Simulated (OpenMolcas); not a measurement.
# Gd²⁺: CASSCF and CASPT2 terms and fine-structure levels

Which level of Gd²⁺ lies lowest, and where do the others fall? The reference wave functions come first, then spin-orbit coupling, then second-order correlation under several settings.

The numbers are computed with OpenMolcas 26.06 (state-averaged CASSCF and CASPT2, spin-orbit coupling by RASSI with atomic mean-field integrals), except any that are marked as measured or tabulated.

1 further run of the same task is left out (set aside as unsound or not needed).

## (1) The atom as given

| Item | Value |
| --- | --- |
| Species | Gd²⁺ (gadolinium, Z = 64, 62 electrons) |
| Basis | ANO-RCC-VTZP [8s7p5d3f2g1h], 104 functions |
| Scalar Hamiltonian | DKH3, point nucleus |
| Inactive shells | 1s 2s 2p 3s 3p 3d 4s 4p 4d 5s 5p |
| Active space | 8 electrons in 7 orbitals (4f) |
| Some configurations of this space | 4f8 |
| Orbitals | optimised for the highest spin of each parity, averaged over all roots |

The outer shells:

4f8
```
4f [↑↓][↑ ][↑ ][↑ ][↑ ][↑ ][↑ ]
```

Each step is its own input file, run in one work folder so that later steps find the files of earlier ones. Labels, J, g values, rates, χT and fits are worked out afterwards by a script from the matrices that RASSI stores.

## (2) One- and two-electron integrals

Contents of a.inp:

```
&GATEWAY
Coord
1

Gd 0.0 0.0 0.0
Basis=ANO-RCC-VTZP
Group=XYZ
NoMove
AngMom=0.0 0.0 0.0
AMFI
&SEWARD
Relativistic=R03O02
```

Command:

```bash
> OMP_NUM_THREADS=1 MOLCAS_MEM=2252 MOLCAS_PROJECT=a pymolcas a.inp > a.log
```

## (3) CASSCF: septets of even parity, 7 roots

Contents of a.inp:

```
&RASSCF
FileOrb=start.orb
Symmetry=1
Spin=7
nActEl=8 0 0
Inactive=15 12
Ras2=0 7
CIRoot=7 7 1
SDav=7
CIMx=300
Iter=120 100
PrWF=0.3
OrbListing=Nothing
MaxOrb=0
Atom
>>> COPY $Project.JobIph JOB001
```

start.orb holds the contracted functions of the basis, ordered by shell, or the orbitals of the step before.

## (4) Reference wave functions, quintets of even parity, 132 roots

Contents of a.inp:

```
&RASSCF
FileOrb=start.orb
Symmetry=1
Spin=5
nActEl=8 0 0
Inactive=15 12
Ras2=0 7
CIRoot=132 132 1
SDav=140
CIMx=300
Iter=120 100
PrWF=0.3
OrbListing=Nothing
MaxOrb=0
Atom
CIOnly
>>> COPY $Project.JobIph JOB002
```

## (5) State interaction with spin-orbit coupling

Contents of a.inp:

```
&RASSI
NrOfJobIphs=2 7 5
1 2 3 4 5 6 7
1 2 3 4 5
IphNames
JOB001
JOB002
EJob
SpinOrbit
DIPRint=1.0
SOCoupling=1000.0
Subsets=2
MEES
Property=10
'ANGMOM' 1 'ANGMOM' 2 'ANGMOM' 3 'MLTPL  1' 1 'MLTPL  1' 2 'MLTPL  1' 3
'AMFI' 1 'AMFI' 2 'AMFI' 3 'MLTPL  2' 6
SOProperty=3
'ANGMOM' 1 'ANGMOM' 2 'ANGMOM' 3
```

## (6) CASPT2: IPEA 0.15, sigma2 regulariser 0.3 (closed shells correlated: 5s 5p)

Contents of a.inp:

```
>>> COPY JOB001 $Project.JobIph
&CASPT2
Multistate=7 1 2 3 4 5 6 7
Frozen=14 9
IPEA=0.15
Sig2=0.3
MaxIter=60
WThr=0.0 0.3 0.05
PrWF=0.5
NoMix
>>> COPY JOB002 $Project.JobIph
&CASPT2
Multistate=5 1 2 3 4 5
Frozen=14 9
IPEA=0.15
Sig2=0.3
MaxIter=60
WThr=0.0 0.3 0.05
PrWF=0.5
NoMix
```

## (7) CASPT2: IPEA 0.1, real shift 0.5 (closed shells correlated: 5s 5p)

Edit a.inp of step 6 so:

```diff
@@ -4,4 +4,4 @@
 Frozen=14 9
-IPEA=0.15
-Sig2=0.3
+IPEA=0.1
+Shift=0.5
 MaxIter=60
@@ -14,4 +14,4 @@
 Frozen=14 9
-IPEA=0.15
-Sig2=0.3
+IPEA=0.1
+Shift=0.5
 MaxIter=60
```

(Steps that only read results are left out.)

Q: Predict the outcome of this session. Wanted: lowest level; first excited level; lowest level of another term; spin-orbit lowering of the lowest level; strongest of the lines computed, by gA.

The runs gave:

```
                                                                                   quantity                                                                           value
                                                                                     method  SS-CASPT2, IPEA 0.15, sigma2 regulariser 0.3 (closed shells correlated: 5s 5p)
                                                                               lowest level                                          4f8 7F6, 100 % of that term, g = 1.501
                                                                ground level listed by NIST                                                                            9D°2
                                                                        first excited level                                                            4f8 7F5 at 0.1817 eV
                                                               lowest level of another term                                                             4f8 5D4 at 2.341 eV
                                                    spin-orbit lowering of the lowest level                                                                       0.2725 eV
strongest of the lines computed, by gA (one parity, so forbidden lines), at CASSCF energies                                    4f8 7F5 → 4f8 7F6, 6825 nm, A = 1.51e-01 s⁻¹
```

Cost and accuracy by method:

```
                                                 method  time of its own steps  time with the reference  mean absolute difference from method B (cm-1)
                                              A. CASSCF                   27 s                     27 s                                             42
B. SS-CASPT2, IPEA 0.15, sigma2 regulariser 0.3, +5s 5p                  6.5 s                     34 s                                              0
         C. SS-CASPT2, IPEA 0.1, real shift 0.5, +5s 5p                  6.3 s                     34 s                                              3
```

Times are of one thread on a shared host.

In words: The multiplet 7F is inverted; its intervals divided by the larger J differ by 38 % of their mean, where Landé's rule for pure LS coupling makes them equal. Only the configurations of the active space and the roots asked for are present. The ground level that NIST lists is not among them. The quintets rest on orbitals optimised for another spin in at least one step, which raises them against the optimised states. Not all states of the active space went into the spin-orbit step. CASPT2 does not keep the components of a term degenerate, and the means are used. High states of lower spin are left out of the spin-orbit mixing. The free ion's ground configuration, as NIST lists it, lies outside this active space, so the lowest level here need not be the ground level. Only valence configurations of the active space appear, up to the ionisation limit; * or ° marks odd parity.
